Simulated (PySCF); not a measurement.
**HF/cc-pVTZ run of GaHBrCl (SMILES [Cl][GaH][Br])**

Aim: the vertical ionisation energy of GaHBrCl at HF/cc-pVTZ, from 2 runs. The job is set up through a Python script.

The results are computed with PySCF 2.14.0.

### Step 1. The system as given

GaHBrCl has 4 atoms, charge 0, and is taken as a singlet. SMILES: `[Cl][GaH][Br]`. The coordinates come from a PBE0-D4/def2-TZVP relaxation.

Bond lengths: Cl1–Ga2 2.130 Å, Ga2–Br3 2.272 Å, Ga2–H4 1.547 Å. Angles: Cl1–Ga2–Br3 115.6°, Cl1–Ga2–H4 121.7°, Br3–Ga2–H4 122.7°.

### Step 2. The energy at HF/cc-pVTZ

The input, calc.py:

```python
from pyscf import gto, scf

mol = gto.M(
    atom='''
Cl      -1.970500      -0.096100      -0.528400
Ga       0.088800       0.166300      -0.052400
Br       1.109200      -1.623600       0.905300
H        0.828100       1.493000      -0.344800
''',
    max_memory=1860,
    verbose=3,
    spin=0,
    basis='cc-pvtz',
    charge=0,
)

mf = scf.RHF(mol)
mf.conv_tol = 1e-10
mf.kernel()
if not mf.converged:
    mf = mf.newton().run(mf.mo_coeff, mf.mo_occ)

etot = mf.e_tot
print('Final energy', etot)
```

Launch:

```console
$ OMP_NUM_THREADS=1 python calc.py
```

Log:

```text
converged SCF energy = -4955.97300954314
Final energy -4955.973009543141
```

It took 9.3 s on 1 thread of Arm Neoverse V1, shared host; peak memory 0.41 GiB.

### Step 3. The doublet cation, same level

The input, mol.xyz:

```xyz
4

Cl    -1.970500    -0.096100    -0.528400
Ga     0.088800     0.166300    -0.052400
Br     1.109200    -1.623600     0.905300
H      0.828100     1.493000    -0.344800
```

The input, run.py:

```python
from pyscf import gto

system = gto.M(
    atom='mol.xyz',
    charge=1,
    max_memory=1860,
    basis='cc-pvtz',
    spin=1,
    verbose=4,
)

mf = system.UHF()
mf.conv_tol = 1e-10
mf.kernel()
if not mf.converged:
    mf = mf.newton().run(mf.mo_coeff, mf.mo_occ)

etot = mf.e_tot
print('E = %.10f Eh' % etot)
```

Launch:

```console
$ OMP_NUM_THREADS=1 python run.py
```

Log:

```text
PySCF version 2.14.0

[INPUT] num. atoms = 4
[INPUT] num. electrons = 83
[INPUT] charge = 1
[INPUT] spin (= nelec alpha-beta = 2S) = 1
[INPUT] symmetry False subgroup None
[INPUT] Mole.unit = angstrom
[INPUT] Symbol           X                Y                Z      unit          X                Y                Z       unit  Magmom
[INPUT]  1 Cl    -1.970500000000  -0.096100000000  -0.528400000000 AA   -3.723705328455  -0.181602680571  -0.998531284220 Bohr   0.0
[INPUT]  2 Ga     0.088800000000   0.166300000000  -0.052400000000 AA    0.167807679861   0.314261454515  -0.099021648927 Bohr   0.0
[INPUT]  3 Br     1.109200000000  -1.623600000000   0.905300000000 AA    2.096084217368  -3.068159335844   1.710769060569 Bohr   0.0
[INPUT]  4 H      0.828100000000   1.493000000000  -0.344800000000 AA    1.564882203752   2.821361103976  -0.651577567750 Bohr   0.0

nuclear repulsion = 487.071617482758
number of shells = 35
number of NR pGTOs = 297
number of NR cGTOs = 134
basis = cc-pvtz
ecp = {}

[... 105 lines left out ...]
converged SCF energy = -4955.60002727191  <S^2> = 0.75973654  2S+1 = 2.009713
E = -4955.6000272719 Eh
```

Run time: 17 s. Hardware: 1 thread of Arm Neoverse V1, shared host; peak memory 0.43 GiB.

### Step 4. Outcome

Level: HF/cc-pVTZ.

```
                                          quantity           value
                     singlet GaHBrCl: total energy  -4955.97301 Eh
                    singlet GaHBrCl: dipole moment          1.77 D
                      singlet GaHBrCl: HOMO energy       -11.58 eV
                      singlet GaHBrCl: LUMO energy         1.01 eV
                    singlet GaHBrCl: HOMO–LUMO gap        12.58 eV
                      doublet cation: total energy  -4955.60003 Eh
doublet cation: HOMO energy (highest over α and β)       -17.10 eV
 doublet cation: LUMO energy (lowest over α and β)        -8.83 eV
                              doublet cation: ⟨S²⟩           0.760
vertical ionisation energy (to the doublet cation)       10.149 eV
```

**Reading.** The vertical ionisation energy comes to 10.15 eV (979 kJ/mol). The negative HOMO energy of the first species, 11.58 eV, lies 1.43 eV above that difference. Mulliken charges (singlet GaHBrCl) run from -0.30 on Cl1 to +0.67 on Ga2. Mulliken charges (doublet cation) run from -0.15 on Cl1 to +0.66 on Ga2; they depend strongly on the basis.
